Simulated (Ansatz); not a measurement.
# Y3TiOs: the cost of one run

Method: DFT PBE, scalar-relativistic, plane waves, PAW, in Ansatz 0.2.0.

**1. The starting structure**

Symmetry: P4mm, No. 99, tetragonal system. Conventional cell: a = 4.509 Å, b = 4.509 Å, c = 4.565 Å, α = 90.00°, β = 90.00°, γ = 90.00°. Around Y (site symmetry 4mm) lie 1 Os at 2.10 Å. Y (site symmetry 2mm) is surrounded by 2 Os at 2.26 Å. Around Ti (site symmetry 4mm) lie 12 Y at 3.16 to 3.26 Å. Os (site symmetry 4mm) has 5 Y at 2.10 to 2.26 Å in its first shell of neighbours.

Structure file:

```cif
data_structure
_symmetry_space_group_name_H-M 'P 1'
_symmetry_Int_Tables_number 1
_cell_length_a 4.5089
_cell_length_b 4.5089
_cell_length_c 4.5654
_cell_angle_alpha 90.000
_cell_angle_beta 90.000
_cell_angle_gamma 90.000
_cell_volume 92.81
loop_
_atom_site_label
_atom_site_type_symbol
_atom_site_fract_x
_atom_site_fract_y
_atom_site_fract_z
_atom_site_occupancy
Y1 Y 0.50000 0.50000 0.97500 1
Y2 Y 0.00000 0.50000 0.48500 1
Y3 Y 0.50000 0.00000 0.48500 1
Ti1 Ti 0.00000 0.00000 0.00000 1
Os1 Os 0.50000 0.50000 0.51500 1
```

This is candidate A: tetragonal perovskite type (P4mm, No. 99).

(A quick probe on a coarse mesh, which set the mesh and smearing, is not shown.)

**3. Coarse relaxation (candidate A)**

File input.yaml:

```yaml
crystal:
  lattice:
    - [4.5088803921, 0.0, 0.0]
    - [0.0, 4.5088803921, 0.0]
    - [0.0, 0.0, 4.5653826526]
  atoms:
    - { symbol: "Y", position: [0.5, 0.5, 0.975] }
    - { symbol: "Y", position: [0.0, 0.5, 0.485] }
    - { symbol: "Y", position: [0.5, 0.0, 0.485] }
    - { symbol: Ti, position: [0.0, 0.0, 0.0] }
    - { symbol: Os, position: [0.5, 0.5, 0.515] }
basis:
  ecutwfc: 420
kpoints:
  mp_grid: { grid: [4, 4, 4] }
hamiltonian:
  xc: pbe
scf:
  occupations: { method: gaussian, width: 0.1 }
  lower_state_search: "off"
output:
  forces: true
  stress: true
  eigenvalues: true
relax:
  adjacent_minimum: "off"
  f_tol: 0.04
  max_steps: 70
  cell: { stress_tol: 0.4 }
```

The run is started by

```
$ ansatz run input.yaml --threads 1 --pin off --max-ram 2560MiB --backend cpu --events-out ev --progress --plain --runs-dir out
```

Q: Estimate wall time and peak memory on 1 thread of Arm Neoverse N1, shared host.

About 3.3 min, with a peak of 0.41 GiB.
